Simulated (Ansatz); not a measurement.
# GeH6O: the cost of one run

Program: Ansatz 0.2.0. Level of theory: RKS BLYP/def2-SVP. These are calculated values, not measurements.

**1. The system as given**

Bond lengths: O1–H2 0.960 Å, O1–H3 0.959 Å, Ge4–H5 1.482 Å, Ge4–H6 1.489 Å, Ge4–H7 1.488 Å, Ge4–H8 1.482 Å. Angles: H2–O1–H3 107.5°, H5–Ge4–H6 108.9°, H5–Ge4–H7 108.8°, H5–Ge4–H8 110.5°, H6–Ge4–H7 108.8°, H6–Ge4–H8 110.0°, H7–Ge4–H8 109.8°.

Structure file:

```xyz
8

O     0.1662   -0.1004   -2.2601
H     0.3831    0.6383   -1.6858
H     0.3499   -0.9062   -1.7740
Ge   -0.1907    0.0744    1.1439
H    -0.2434    0.1180    2.6240
H     0.3630   -1.2414    0.7192
H     0.7157    1.1527    0.6634
H    -1.5438    0.2644    0.5695
```

**2. Relaxing the start**

input.yaml reads:

```yaml
crystal:
  periodic: [false, false, false]
  atoms:
    - { symbol: O, position_ang: [0.1662, -0.1004, -2.2601] }
    - { symbol: H, position_ang: [0.3831, 0.6383, -1.6858] }
    - { symbol: H, position_ang: [0.3499, -0.9062, -1.774] }
    - { symbol: Ge, position_ang: [-0.1907, 0.0744, 1.1439] }
    - { symbol: H, position_ang: [-0.2434, 0.118, 2.624] }
    - { symbol: H, position_ang: [0.363, -1.2414, 0.7192] }
    - { symbol: H, position_ang: [0.7157, 1.1527, 0.6634] }
    - { symbol: H, position_ang: [-1.5438, 0.2644, 0.5695] }
basis:
  gaussian: { orbitals: def2-SVP }
hamiltonian:
  xc: blyp
relax:
  f_tol: 0.02
  max_steps: 40
```

Command:

```
ansatz run input.yaml --threads 1 --pin off --max-ram 2048MiB --backend cpu --events-out ev --progress --plain --runs-dir out
```

**Question.** How long does this run take on 1 thread of an Arm CPU, shared host, and how much memory does it need?

About 15 s, with a peak of 0.12 GiB.
